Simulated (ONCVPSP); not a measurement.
# An ONCV potential for barium, from input to tests

Task: generate the file, and judge it by its errors in other configurations, its logarithmic derivatives, its ghosts and its cutoff.

Method: ONCVPSP 4.0.1, PBE, scalar-relativistic.

## (1) The atom and the settings

The settings as typed:

```
element                 : barium (Ba, Z = 56)
type                    : optimised norm-conserving Vanderbilt (ONCV)
frozen core             : [Kr] 4d10
valence charge          : 10
reference configuration : 5s2 5p6 6s2
partial waves           : 5s+6s: rc 2.65 bohr, ncon 3, nbas 6, qcut 3.4 1/bohr, 2 projectors; 5p: rc 2.50 bohr, ncon 3, nbas 6, qcut 7 1/bohr, 2 projectors, debl 2.3 Ha; d scattering state at 0.14 Ha: rc 2.70 bohr, ncon 4, nbas 7, qcut 3.1 1/bohr, 1 projector
local potential         : polynomial inside 2.40 bohr (lpopt 5, dvloc0 3 Ha)
core correction         : Teter function, fcfact 4.5, rcfact 1.35
```

The nodes and maxima of the atom's own shells, from an earlier all-electron run, set the scale for the radii.

All-electron outer shells of the reference configuration (PBE, scalar-relativistic, ld1.x):

```json
{"shell": "5s", "level (eV)": "-33.67", "outermost node (bohr)": "0.80", "outermost maximum (bohr)": "1.47"}
{"shell": "5p", "level (eV)": "-18.74", "outermost node (bohr)": "0.86", "outermost maximum (bohr)": "1.67"}
{"shell": "6s", "level (eV)": "-3.23", "outermost node (bohr)": "1.97", "outermost maximum (bohr)": "4.16"}
{"shell": "5d", "level (eV)": "-2.02", "outermost node (bohr)": "1.00", "outermost maximum (bohr)": "2.49"}
{"shell": "6p", "level (eV)": "-1.24", "outermost node (bohr)": "2.36", "outermost maximum (bohr)": "5.40"}
```

## (2) Generating the potential

Ba.dat

```
# ATOM AND REFERENCE CONFIGURATION
# atsym  z   nc   nv     iexc    psfile
  Ba 56.00    9    3        4      upf
#
#   n    l    f
    1    0    2.00
    2    0    2.00
    2    1    6.00
    3    0    2.00
    3    1    6.00
    3    2   10.00
    4    0    2.00
    4    1    6.00
    4    2   10.00
    5    0    2.00
    5    1    6.00
    6    0    2.00
#
# PSEUDOPOTENTIAL AND OPTIMIZATION
# lmax
    2
#
#   l,   rc,      ep,       ncon, nbas, qcut
    0    2.65    0.00    3    6    3.40
    1    2.50    0.00    3    6    7.00
    2    2.70    0.14    4    7    3.10
#
# LOCAL POTENTIAL
# lloc, lpopt,  rc(5),   dvloc0
    4    5    2.40    3.00
#
# VANDERBILT-KLEINMAN-BYLANDER PROJECTORs
# l, nproj, debl
    0    2    2.80
    1    2    2.30
    2    1    1.50
#
# MODEL CORE CHARGE
# icmod, fcfact, rcfact
    3    4.50    1.35
#
# LOG DERIVATIVE ANALYSIS
# epsh1, epsh2, depsh
   -3.00    5.00    0.02
#
# OUTPUT GRID
# rlmax, drl
    6.00    0.01
#
# TEST CONFIGURATIONS
# ncnf
    4
# nvcnf
#   n    l    f
    3
    5    0    2.00
    5    1    6.00
    6    0    1.00
#
    3
    5    0    2.00
    5    1    6.00
    6    0    0.00
#
    3
    5    0    2.00
    5    1    6.00
    6    0    1.50
#
    4
    5    0    2.00
    5    1    6.00
    6    0    1.50
    5    2    0.50
#
```

On the command line:

```bash
oncvpsp.x < Ba.dat > Ba.out
```

Before running it: what results should come out? Wanted: cutoffs for 1 and 0.1 mHa per electron, occupied waves; bound ghosts; GHOST(+) flags; largest test error; largest phase difference near zero energy, channels read; rms error of d²Exc/dn², without and with the model core; projector energies reset by the program.

As calculated:

| quantity | value |
| --- | --- |
| cutoffs for 1 and 0.1 mHa per electron, occupied waves | 11 Ha and 14 Ha |
| bound ghosts | none found |
| GHOST(+) flags | none at low energy |
| largest test error (AE − PS) | -6.8 meV, for 5s2 5p6 6s0 |
| largest phase difference near zero energy, channels read | 0.005 rad |
| rms error of d²Exc/dn², without and with the model core | 4.35 and 1.73 mHa |
| projector energies reset by the program | d: 0.050 Ha |

The worst unpolarised test, 5s2 5p6 6s0, is off by 6.8 meV on 15.3 eV; by total energies transferability rates as good. It counts as soft on the atom at that tolerance, with 11 Ha needed at the looser tolerance. At the looser tolerance the 5p wave is the slowest; 6s needs 4 Ha. It is free of bound ghosts as far as tested. Near zero energy the phases of the channels with partial waves agree within 0.005 rad.
